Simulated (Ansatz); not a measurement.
This script drives Ansatz 0.2.0 through its Python package.

Script `torsion_h5opssi.py`:
```python
'''Energy of H5OPSSi as one group turns about a bond.'''

import ansatz as az
from ase import Atoms

config = {
    'basis': '6-31G*',
    'xc': 'HF',
    'force_tol': 0.02,
}

atoms = Atoms(['O', 'Si', 'P', 'S', 'H', 'H', 'H', 'H', 'H'], positions=[
    [-1.5213, 0.6085, 0.4722],
    [0.0108, 0.2103, 0.2942],
    [0.0188, -1.6975, -0.8007],
    [1.0255, 1.7238, -0.8869],
    [-2.06, 0.7224, -0.3897],
    [0.6688, 0.1207, 1.6142],
    [-0.315, -2.5212, 0.296],
    [1.4726, -1.9417, -0.6529],
    [0.7884, 2.7284, 0.0364],
])

# start the scan from a relaxed geometry
first = (
    az.Crystal.molecule_from_ase(atoms).calculation()
    .basis(gaussian=config['basis'])
    .functional(config['xc'])
    .accuracy('medium')
    .scf(lower_state_search='standard')
    .relax(force_tolerance=config['force_tol'], max_steps=80)
)
atoms.positions = first.run().report['positions_ang']

start = atoms.get_dihedral(0, 1, 3, 8)
energies = {}
for turn in range(0, 360, 30):
    turned = atoms.copy()
    turned.set_dihedral(0, 1, 3, 8, start + turn, indices=[3, 8])
    model = (
        az.Crystal.molecule_from_ase(turned).calculation()
        .basis(gaussian=config['basis'])
        .functional(config['xc'])
        .accuracy('medium')
        .scf(lower_state_search='standard')
    )
    energies[round((start + turn) % 360)] = model.run().report['free_energy_ev']
floor = min(energies.values())
print('dihedral O0-Si1-S3-H8 (deg)   E - E(min) (kcal/mol)')
for angle, e in sorted(energies.items()):
    print(f'{angle:8d} {23.060548 * (e - floor):14.3f}  ' + '#' * int(30 * (e - floor) / max(max(energies.values()) - floor, 1e-9)))
```

It is started by `python torsion_h5opssi.py`. Estimate its wall time and peak memory on 1 thread of Arm Neoverse V2, with other jobs on the host.

It took about 28 s, with a peak of 0.21 GiB, for 13 runs of the engine.

Output of `python torsion_h5opssi.py`:
```text
dihedral O0-Si1-S3-H8 (deg)   E - E(min) (kcal/mol)
      10          2.904  #########################
      40          0.980  ########
      70          0.000
     100          0.885  #######
     130          2.388  #####################
     160          2.977  ##########################
     190          2.713  ########################
     220          2.185  ###################
     250          1.381  ############
     280          1.063  #########
     310          2.089  ##################
     340          3.391  ##############################
```

These settings explore the input space; basis and method may be short of convergence. The scan is rigid and the energies are electronic, in a modest basis. With rigid groups the curve can differ much from the relaxed path, the start wasn't checked as a minimum of this torsion, and equivalent turns needn't return to the same energy.
